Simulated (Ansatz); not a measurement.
# CH6F2SiSn: one species, many methods

Aim: compute CH6F2SiSn with functionals from several rungs and with coupled cluster, and see how far each lands from CCSD(T) at the basis-set limit for the atomisation energy.

Computed with Ansatz 0.2.0, Gaussian basis. Level: functionals in def2-TZVPP, the program's frozen cores in correlated methods.

Plan: PBE-D4, r2SCAN-D4, PBE0-D4, B3LYP-D4, ωB97X-V, ωB97M-V, B2PLYP; CCSD(T)/def2-TZVPP; MP2/def2-QZVPP; extrapolation to the limit.

### Step 1. Structure used throughout

An earlier PBE0-D4 in a triple-zeta def2 set relaxation fixed the geometry. Sn takes the def2 core potential; no spin-orbit term is included.

SMILES `FC[SiH2][SnH2][F]`, 11 atoms, charge 0, spin multiplicity 1.

Atoms are counted from 1 here; the program's logs count them from 0.

Bond lengths: F1–C2 1.389 Å, C2–Si3 1.900 Å, C2–H6 1.095 Å, C2–H7 1.095 Å, Si3–Sn4 2.569 Å, Si3–H8 1.489 Å, Si3–H9 1.485 Å, Sn4–F5 1.932 Å, Sn4–H10 1.707 Å, Sn4–H11 1.708 Å. Angles: F1–C2–Si3 110.1°, F1–C2–H6 108.2°, F1–C2–H7 108.3°, Si3–C2–H6 111.3°, Si3–C2–H7 110.9°, H6–C2–H7 107.9°, C2–Si3–Sn4 109.4°, C2–Si3–H8 108.0°, C2–Si3–H9 111.1°, Sn4–Si3–H8 110.1°, Sn4–Si3–H9 108.9°, H8–Si3–H9 109.4°, Si3–Sn4–F5 105.3°, Si3–Sn4–H10 115.8°, Si3–Sn4–H11 115.5°, F5–Sn4–H10 104.4°, F5–Sn4–H11 103.4°, H10–Sn4–H11 110.9°.

Geometry (Å):

| atom | x (Å) | y (Å) | z (Å) |
| --- | --- | --- | --- |
| F1 | -0.26293 | 1.69058 | 1.42301 |
| C2 | 0.69707 | 0.69360 | 1.53479 |
| Si3 | 0.16842 | -0.83614 | 0.53969 |
| Sn4 | -0.55988 | -0.11165 | -1.81452 |
| F5 | -2.46541 | 0.17910 | -1.69122 |
| H6 | 0.82130 | 0.45523 | 2.59623 |
| H7 | 1.64896 | 1.08923 | 1.16536 |
| H8 | 1.33679 | -1.75557 | 0.45289 |
| H9 | -0.96259 | -1.53725 | 1.19815 |
| H10 | 0.06240 | 1.38237 | -2.35665 |
| H11 | -0.41854 | -1.30660 | -3.02722 |

### Step 2. PBE-D4 (GGA)

in.yaml reads:

```yaml
crystal:
  periodic: [false, false, false]
  atoms:
    - {symbol: F, position_ang: [-0.262929, 1.690576, 1.423009]}
    - {symbol: C, position_ang: [0.697070, 0.693600, 1.534795]}
    - {symbol: Si, position_ang: [0.168423, -0.836138, 0.539693]}
    - {symbol: Sn, position_ang: [-0.559883, -0.111646, -1.814516]}
    - {symbol: F, position_ang: [-2.465407, 0.179098, -1.691224]}
    - {symbol: H, position_ang: [0.821301, 0.455226, 2.596227]}
    - {symbol: H, position_ang: [1.648962, 1.089232, 1.165360]}
    - {symbol: H, position_ang: [1.336787, -1.755566, 0.452886]}
    - {symbol: H, position_ang: [-0.962590, -1.537252, 1.198148]}
    - {symbol: H, position_ang: [0.062402, 1.382372, -2.356654]}
    - {symbol: H, position_ang: [-0.418536, -1.306603, -3.027223]}
basis:
  gaussian: {orbitals: def2-TZVPP}
hamiltonian: {xc: pbe, dispersion: d4}
output: {forces: true, orbitals: {seedname: orbitals}}
```

On the command line:

```bash
> ansatz run in.yaml --threads 2 --pin off --events-out ev --progress --plain --max-ram 22528MiB --backend cpu
```

Further steps of the session: r2SCAN-D4 (meta-GGA); PBE0-D4 (hybrid); B3LYP-D4 (hybrid); ωB97X-V (range-separated); ωB97M-V (range-separated); B2PLYP (double hybrid); CCSD(T) in def2-TZVPP; MP2 in def2-QZVPP.

Before running them: what should the planned runs give, taken together? Wanted: atomisation energy, CCSD(T)/CBS; farthest; mean size of error, hybrid; mean size of error, range-separated; gap, smallest and largest; T1 diagnostic; triples share of the correlation energy.

**Answer**, as computed:

| quantity | value |
| --- | --- |
| atomisation energy, CCSD(T)/CBS | 3450.9 kJ/mol |
| functionals within 34.5 kJ/mol (1.0 %) | PBE-D4, r2SCAN-D4, B3LYP-D4, ωB97X-V, ωB97M-V |
| farthest | B2PLYP (-75.6 kJ/mol) |
| mean size of error, hybrid | 42.8 kJ/mol |
| mean size of error, range-separated | 15.5 kJ/mol |
| gap, smallest and largest | 5.14 eV (PBE-D4), 11.20 eV (ωB97X-V) |
| T1 diagnostic | 0.0133 |
| triples share of the correlation energy | 3.0 % |

What this shows: PBE-D4 is off by +11.3 kJ/mol. Double hybrids carry the basis error of their MP2 part in triple zeta, and no dispersion term here, so their miss is partly the set-up's. Misses under about 34.5 kJ/mol are within the doubt on the reference itself, which lacks core-valence correlation, spin-orbit coupling and higher excitations, and its outer-core shells are covered unevenly. All levels share the lack of spin-orbit coupling, which lowers the free heavy atoms and so the true binding. Hartree-Fock recovers 72 % of the binding; the rest is correlation. The gap grows from 5.1 to 11.2 eV across the functionals, mostly with the share of exact exchange. Correlated methods include outer-core shells of Sn, which these sets cover unevenly.
